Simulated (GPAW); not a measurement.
W3N4:

```
W N
1.0
     4.12200    0.00000    0.00000
     0.00000    4.12200    0.00000
     0.00000    0.00000    4.12200
W N
3 4
Cartesian
  2.0610 0.0000 2.0610
  0.0000 2.0610 2.0610
  2.0610 2.0610 0.0000
  0.0000 0.0000 2.0610
  0.0000 2.0610 0.0000
  2.0610 0.0000 0.0000
  2.0610 2.0610 2.0610
```

Base run:

```yaml
Program: GPAW 26.7.0
Functional: PBE
Potentials_or_basis: GPAW PAW data sets (gpaw-data 1.2.1)
Cutoff: 800 eV
Basis: pw
k_mesh: 5 × 5 × 5
Occupations: fermi-dirac, width 0.05 eV
Spin: no spin polarisation
```

Its results: pressure 25.8 GPa.

**Question.** The run is repeated on the same cell with these changes: cutoff from 800 eV to 600 eV. What comes out?

**Answer.** Pressure 18.4 GPa.

Caveats: the cutoff is short for stress and forces, so pressures can be off by a GPa or more (some runs); so large a pressure means that the cell lies far from this level's equilibrium, or that cutoff or potentials fall short (some runs).

Not every run made on this cell is shown here.
